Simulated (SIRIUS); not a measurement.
# SnSe2: single point with PBEsol

SnSe2:

```
Sn Se
1.0
     3.81100    0.00000    0.00000
    -1.90550    3.30042    0.00000
     0.00000    0.00000    6.13600
Sn Se
1 2
Direct
  0.00000 0.00000 0.00000
  0.66667 0.33333 0.75100
  0.33333 0.66667 0.24900
```

```json
{
  "Program": "SIRIUS 7.10.0",
  "Task": "single point",
  "Functional": "PBEsol",
  "Potentials or basis": "PseudoDojo 0.4.1 PBEsol standard (scalar relativistic)",
  "Cutoff": "1177 eV",
  "Density cutoff": "4707 eV",
  "k mesh": "8 × 8 × 5",
  "Occupations": "fermi-dirac, width 0.05 eV",
  "Spin": "no spin polarisation"
}
```

```
Pressure               : 2.7 GPa
Largest force          : 0.630 eV/Å
Band gap on the k mesh : 0.72 eV
```

Forces on the atoms (eV/Å):
```
Sn   0.000  0.000  0.000
Se   0.000  0.000 -0.630
Se   0.000  0.000  0.630
```

Stress tensor (GPa, compression positive):
```
2.14 0.00 0.00
0.00 2.14 0.00
0.00 0.00 3.89
```

Run time: 3.8 min on 1 thread of Arm Neoverse V2 (shared host), peak memory 0.84 GiB.

The gap isn't set beside the measured one, since this odd mesh misses points on the zone boundary.

Caveat: spin-orbit coupling is left out, which moves the levels of the heavy elements; an odd mesh through Γ misses points on the zone boundary, where band edges often lie; this functional lacks dispersion, which binds the layers, so the pressure and a relaxed spacing across them are unreliable.
